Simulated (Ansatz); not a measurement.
**The Ga atom under revPBE: a free atom in a box**

A free gallium atom, as needed for binding energies. It is solved at Γ with spin polarisation and no symmetry, from 1 unpaired electron. The moment is free to change.

Method: DFT revPBE, plane waves (420 eV) with PAW, scalar-relativistic; the PAW data stem from PBE, with regenerated cores, in Ansatz 0.2.0.

## 1. The system in its box

The box measures 14.0 × 14.4 × 14.8 Å; its three sides differ, so that it imposes no cubic symmetry.

Coordinates:

```xyz
1
Lattice="14.0000 0.0000 0.0000 0.0000 14.4000 0.0000 0.0000 0.0000 14.8000" Properties=species:S:1:pos:R:3 pbc="T T T"
Ga    7.0000    7.2000    7.4000
```

## 2. From a moment of 1 μB

Contents of input.yaml:

```yaml
crystal:
  lattice:
    - [14.0, 0.0, 0.0]
    - [0.0, 14.4, 0.0]
    - [0.0, 0.0, 14.8]
  atoms:
    - { symbol: Ga, position: [0.5, 0.5, 0.5], spin: 1.0 }
  symmetry: { detect: false, time_reversal: true }
hamiltonian:
  xc: revpbe
  pseudopotentials:
    kind: paw
    azcp:
      Ga: "pseudopotentials/Ga.paw.azcp"
basis:
  ecutwfc: 420
  fft_grid_basis: typed
kpoints:
  mp_grid: { grid: [1, 1, 1], shift: [0, 0, 0] }
magnetization:
  spin_polarized: true
scf:
  occupations: { method: fermi_dirac, width: 0.01 }
```

Command:

```console
ansatz run input.yaml --threads 4 --pin off --max-ram 8192MiB --backend cpu --events-out ev --progress --plain --runs-dir out
```

What does the calculation give? Wanted: start 1: end moment; gap between levels; above alpha-Ga.

As calculated:

| quantity | value |
| --- | --- |
| start 1: end moment | 1.00 μB |
| gap between levels | 0.34 eV |
| above alpha-Ga (Cmce) | 2.30 eV/atom |

**Reading.** The run keeps its 1.00 μB. Against alpha-Ga (Cmce), computed apart with the same settings, the atom stands 2.30 eV higher. If this is the atom's lowest state, that is the cohesive energy, without zero-point motion.
